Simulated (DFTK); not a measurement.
HPbNO4:

```
CELL_PARAMETERS angstrom
4.27531 -0.00040 0.00636
-2.08399 5.20775 -0.04907
-2.12377 -1.86574 4.91491
ATOMIC_POSITIONS crystal
H 0.99073 0.03330 0.90994
Pb 0.50274 0.81989 0.14287
N 0.00838 0.47408 0.50265
O 0.99816 0.92741 0.02877
O 0.19467 0.73435 0.60852
O 0.81673 0.35882 0.24556
O 0.01381 0.33121 0.65217
```

The cell was built by a generator and needn't be a form met in nature.

Program: DFTK 0.8.2. Alike in all runs: no spin polarisation; cell as given; smearing fermi-dirac 0.05 eV.

**Question.** Order these runs on this cell by their pressure, lowest first.
A. level LDA; potentials or basis dojo.nc.sr.lda.v0_4_1.standard.upf (LDA); k mesh 5 × 4 × 4; cutoff (eV) 1143; mesh quality not flagged
B. level RPBE; potentials or basis SG15 1.2 (PBE); k mesh 4 × 3 × 3; cutoff (eV) 1225; mesh quality coarse
C. level WC; potentials or basis SG15 1.2 (PBE); k mesh 4 × 3 × 3; cutoff (eV) 1225; mesh quality coarse
D. level SCAN; potentials or basis SG15 1.2 (PBE); k mesh 4 × 3 × 3; cutoff (eV) 1225; mesh quality coarse

**Answer.** A (-5.1 GPa), D (-3.3 GPa), C (-1.6 GPa), B (2.1 GPa).

Caveats: some runs use coarse meshes; the potentials were made for another functional, which shifts forces and pressure (some runs).

Runs at the PBE level aren't shown here.
